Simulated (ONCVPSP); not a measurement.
# Pseudopotential generation for tantalum: ONCV, LDA (Perdew-Wang 92)

Do these settings give a usable potential? It is generated, then checked for transferability, scattering, ghosts and hardness.

The numbers are computed with ONCVPSP 4.0.1.1 (patched build) (LDA (Perdew-Wang 92), scalar-relativistic, spin-unpolarised reference atom).

## (1) Settings

Typed settings, in words:

| Property | Result |
| --- | --- |
| element | tantalum (Ta, Z = 73) |
| type | optimised norm-conserving Vanderbilt (ONCV) |
| frozen core | [Kr] 4d10 |
| valence charge | 27 |
| reference configuration | 4f14 5s2 5p6 5d3 6s2 |
| partial waves | 5s+6s: rc 1.50 bohr, ncon 4, nbas 7, qcut 7 1/bohr, 2 projectors; 5p: rc 1.55 bohr, ncon 4, nbas 7, qcut 8.5 1/bohr, 2 projectors, debl 2.7 Ha; 5d: rc 2.90 bohr, ncon 4, nbas 9, qcut 6.4 1/bohr, 1 projector; 4f: rc 0.95 bohr, ncon 4, nbas 9, qcut 15.7 1/bohr, 2 projectors, debl 1.5 Ha |
| local potential | polynomial inside 0.65 bohr (lpopt 5, dvloc0 0 Ha) |
| core correction | not asked for |

An earlier all-electron run gives the scale for the radii.

All-electron outer shells of the reference configuration (LDA (PZ), scalar-relativistic, ld1.x):

```
shell  level (eV)  outermost node (bohr)  outermost maximum (bohr)
   4d     -222.00                   0.22                      0.46
   5s      -73.19                   0.54                      0.98
   5p      -39.56                   0.58                      1.13
   4f      -24.93                      –                      0.44
   6s       -5.62                   1.32                      2.74
   5d       -3.79                   0.65                      1.58
   6p       -1.48                   1.59                      3.89
```

## (2) Generation

Ta.dat

```
# ATOM AND REFERENCE CONFIGURATION
# atsym  z   nc   nv     iexc    psfile
  Ta 73.00    9    5  -001012      upf
#
#   n    l    f
    1    0    2.00
    2    0    2.00
    2    1    6.00
    3    0    2.00
    3    1    6.00
    3    2   10.00
    4    0    2.00
    4    1    6.00
    4    2   10.00
    4    3   14.00
    5    0    2.00
    5    1    6.00
    5    2    3.00
    6    0    2.00
#
# PSEUDOPOTENTIAL AND OPTIMIZATION
# lmax
    3
#
#   l,   rc,      ep,       ncon, nbas, qcut
    0    1.50    0.00    4    7    7.00
    1    1.55    0.00    4    7    8.50
    2    2.90    0.00    4    9    6.40
    3    0.95    0.00    4    9   15.70
#
# LOCAL POTENTIAL
# lloc, lpopt,  rc(5),   dvloc0
    4    5    0.65    0.00
#
# VANDERBILT-KLEINMAN-BYLANDER PROJECTORs
# l, nproj, debl
    0    2    3.90
    1    2    2.70
    2    1    2.10
    3    2    1.50
#
# MODEL CORE CHARGE
# icmod, fcfact, rcfact
    0    0.00    0.00
#
# LOG DERIVATIVE ANALYSIS
# epsh1, epsh2, depsh
   -4.00    5.00    0.02
#
# OUTPUT GRID
# rlmax, drl
    6.00    0.01
#
# TEST CONFIGURATIONS
# ncnf
    4
# nvcnf
#   n    l    f
    5
    4    3   14.00
    5    0    2.00
    5    1    6.00
    5    2    3.00
    6    0    1.00
#
    5
    4    3   14.00
    5    0    2.00
    5    1    6.00
    5    2    3.00
    6    0    0.00
#
    5
    4    3   14.00
    5    0    2.00
    5    1    6.00
    5    2    2.00
    6    0    0.00
#
    5
    4    3   14.00
    5    0    2.00
    5    1    6.00
    5    2    2.00
    6    0    2.00
#
```

Command:

```console
oncvpsp.x < Ta.dat > Ta.out
```

What does the calculation give? Wanted: cutoffs for 1 and 0.1 mHa per electron, occupied waves; bound ghosts; GHOST(+) flags; largest test error; largest phase difference near zero energy, channels read.

**Answer**, as computed:

```
                                                quantity                               value
  cutoffs for 1 and 0.1 mHa per electron, occupied waves                   125 Ha and 367 Ha
                                            bound ghosts    s at -737.79 eV, p at -172.48 eV
                                          GHOST(+) flags                          d at 14 eV
                            largest test error (AE − PS)  -7.2 meV, for 4f14 5s2 5p6 5d3 6s0
largest phase difference near zero energy, channels read                           0.026 rad
```

**Reading.** It has a bound ghost (s, p), a state that the atom doesn't have, and that rules the file out. The worst unpolarised test, 4f14 5s2 5p6 5d3 6s0, is off by 7.2 meV on 24.0 eV; by total energies transferability rates as good. Atomic tests can pass in spite of a ghost, since they solve only for the levels asked. The potential is very hard: the looser tolerance needs 125 Ha. The tighter tolerance needs 367 Ha, and converged work needs a cutoff nearer that. At the looser tolerance the 4f wave is the slowest; 5p needs 26 Ha. Near zero energy the phases of the channels with partial waves agree within 0.026 rad. The pseudo curves have a pole with no partner nearby in the atom's: d at 0.51 Ha. At positive energy that is a spurious or a displaced resonance. The program also flags highly localised states, GHOST(+) (d).
